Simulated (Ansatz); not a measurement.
# LaSb: the cost of one run

Computed with the Python package of Ansatz 0.2.0. Level of theory: DFT LDA, plane waves, PAW.

### Step 1. Starting point

It takes space group Fm-3m (No. 225, cubic). Conventional cell: a = 6.490 Å, b = 6.490 Å, c = 6.490 Å, α = 90.00°, β = 90.00°, γ = 90.00°. La (site symmetry m-3m) is surrounded by 6 Sb at 3.25 Å. Sb (site symmetry m-3m) has 6 La at 3.25 Å as nearest neighbours.

The script holds or builds the structure itself.

### Step 2. The script

Contents of run_eos.py:

```python
"""Equation of state of LaSb."""

import ansatz as az
from ase.eos import EquationOfState
from ase.units import GPa
import numpy as np

FUNCTIONAL = "lda"
SMEARING = "Fermi-Dirac"
SMEARING_WIDTH = 0.1
ECUT = 500
KMESH = (8, 8, 8)

vectors0 = np.array([
    [0.0, 3.245, 3.245],
    [3.245, 0.0, 3.245],
    [3.245, 3.245, 0.0],
])
sites = [
    ("La", (0.0, 0.0, 0.0)),
    ("Sb", (0.5, 0.5, 0.5)),
]


def build(cell):
    crystal = az.Crystal(lattice=az.Lattice.of(cell))
    for symbol, position in sites:
        crystal = crystal.atom(symbol, position)
    return crystal

# scale the volume, keep shape and fractions
volumes, energies, pressures = [], [], []
for scale in np.linspace(0.92, 1.08, 7):
    cell = vectors0 * scale ** (1 / 3)
    calculation = (
        build(cell).calculation()
        .functional(FUNCTIONAL)
        .occupations(SMEARING, width=SMEARING_WIDTH)  # smearing steadies the SCF of a metal
        .basis(ECUT)
        .kpoints(*KMESH)  # the mesh must be finer for metals
        .stress()  # GPa
    )
    r = calculation.run(threads=1, pin="off").report
    volumes.append(abs(np.linalg.det(cell)) / len(sites))
    energies.append(r["free_energy_ev"] / len(sites))
    pressures.append(np.trace(r["stress_gpa"]) / 3)
    print(f"V = {volumes[-1]:8.4f} A^3/atom  F = {energies[-1]:.5f} eV/atom  P = {pressures[-1]:8.3f} GPa")

eos = EquationOfState(volumes, energies, eos="murnaghan")
v0, e0, bulk = eos.fit()
print(f"V0 = {v0:.4f} A^3/atom, E0 = {e0:.5f} eV/atom, B = {bulk / GPa:.1f} GPa")
```

### Step 3. The input behind the calls

The engine receives this input (first run):

```yaml
crystal:
  lattice:
    - [0.0, 3.156050741080188, 3.156050741080188]
    - [3.156050741080188, 0.0, 3.156050741080188]
    - [3.156050741080188, 3.156050741080188, 0.0]
  atoms:
    - { symbol: La, position: [0.0, 0.0, 0.0] }
    - { symbol: Sb, position: [0.5, 0.5, 0.5] }
basis:
  ecutwfc: 500.0
kpoints:
  mp_grid:
    grid: [8, 8, 8]
hamiltonian:
  xc: lda
scf:
  occupations:
    method: fermi_dirac
    width: 0.1
output:
  stress: true
```

### Step 4. The run

Command:

```console
$ python run_eos.py
```

What time and memory should one allow on 1 thread of Arm Neoverse V2, shared host?

About 22 s, with a peak of 0.44 GiB.
